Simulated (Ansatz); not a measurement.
# C2F4O: up Jacob's ladder to CCSD(T)

An exercise on one series of results from a longer session: the logs are not shown, and one member is left open.

Computed with Ansatz 0.2.0, Gaussian basis. Level: functionals in def2-TZVPP, the program's frozen cores in correlated methods.

Levels to be run: LDA (SPW92), PBE-D4, revPBE-D4, BLYP-D4, r2SCAN-D4, B97M-V, PBE0-D4, B3LYP-D4, r2SCANh-D4, r2SCAN0-D4, HSE06-D4, BHLYP-D4, CAM-B3LYP-D4, LC-ωPBE, ωB97X-V, ωB97M-V, B2PLYP, PBE-QIDH; CCSD(T)/def2-SVP; CCSD(T)/def2-TZVPP; MP2/def2-QZVPP; extrapolation to the limit; RPA on PBE.

## The relaxed structure

An earlier PBE0-D4 in a triple-zeta def2 set relaxation fixed the geometry.

SMILES `FC1(F)OC1(F)F`, 7 atoms, charge 0, spin multiplicity 1.

Atoms are counted from 1 here; the program's logs count them from 0.

Bond lengths: F1–C2 1.318 Å, C2–F3 1.318 Å, C2–O4 1.391 Å, C2–C5 1.447 Å, O4–C5 1.391 Å, C5–F6 1.318 Å, C5–F7 1.318 Å. Angles: F1–C2–F3 110.0°, F1–C2–O4 116.2°, F1–C2–C5 122.9°, F3–C2–O4 116.2°, F3–C2–C5 122.9°, O4–C2–C5 58.7°, C2–O4–C5 62.7°, C2–C5–O4 58.7°, C2–C5–F6 122.9°, C2–C5–F7 122.9°, O4–C5–F6 116.2°, O4–C5–F7 116.2°, F6–C5–F7 110.0°.

Set-up of the first run:

in.yaml reads:

```yaml
crystal:
  periodic: [false, false, false]
  atoms:
    - {symbol: F, position_ang: [-0.308058, -1.170472, 1.357953]}
    - {symbol: C, position_ang: [-0.119923, -0.707212, 0.138730]}
    - {symbol: F, position_ang: [-0.611672, -1.552368, -0.744673]}
    - {symbol: O, position_ang: [1.144563, -0.197788, -0.136382]}
    - {symbol: C, position_ang: [0.080193, 0.697284, -0.145254]}
    - {symbol: F, position_ang: [0.089851, 1.622257, 0.793280]}
    - {symbol: F, position_ang: [-0.213754, 1.240398, -1.309353]}
basis:
  gaussian: {orbitals: def2-TZVPP}
hamiltonian: {xc: lda}
output: {orbitals: {seedname: orbitals}}
```

Steps of the session up to this table: LDA; PBE-D4 (GGA); revPBE-D4 (GGA); BLYP-D4 (GGA); r2SCAN-D4 (meta-GGA); B97M-V (meta-GGA); PBE0-D4 (hybrid); B3LYP-D4 (hybrid); r2SCANh-D4 (hybrid); r2SCAN0-D4 (hybrid); HSE06-D4 (hybrid); BHLYP-D4 (hybrid); CAM-B3LYP-D4 (range-separated); LC-ωPBE-D4 (range-separated; the results give it without D4); ωB97X-V (range-separated); ωB97M-V (range-separated); B2PLYP (double hybrid); PBE-QIDH (double hybrid).

One table of the session follows, with a row left open; its other results are not shown here.

It belongs to the step «Orbital energies across the functionals». 

```
  functional  HOMO (eV)  LUMO (eV)  gap (eV)
 LDA (SPW92)      -8.47       0.58      9.05
      PBE-D4      -8.20       0.87      9.07
   revPBE-D4      -8.09       1.03      9.12
     BLYP-D4      -8.17       0.82      8.99
   r2SCAN-D4      -8.55       1.51     10.07
      B97M-V      -8.66       1.32      9.98
     PBE0-D4      -9.91       1.91     11.82
    B3LYP-D4      -9.72       1.46     11.18
  r2SCANh-D4      -9.19       1.85     11.05
  r2SCAN0-D4     -10.15       2.33     12.48
    HSE06-D4      -9.50       1.53     11.03
    BHLYP-D4          ?          ?         ?
CAM-B3LYP-D4     -11.48       2.68     14.16
     LC-ωPBE     -12.72       4.24     16.96
     ωB97X-V     -12.36       3.99     16.35
     ωB97M-V     -12.28       3.57     15.85
```

**Question.** Estimate the row for BHLYP-D4.

Worked estimate for «HOMO (eV)». Against the share of exact exchange, BLYP-D4 (0, -8.17), B3LYP-D4 (0.2, -9.72) give a slope of -7.75 per unit share; at 0.5 the line stands at -12.04.

The run gave: HOMO (eV): -11.62; LUMO (eV): 2.60; gap (eV): 14.22. In «HOMO (eV)» the line misses by -0.42.
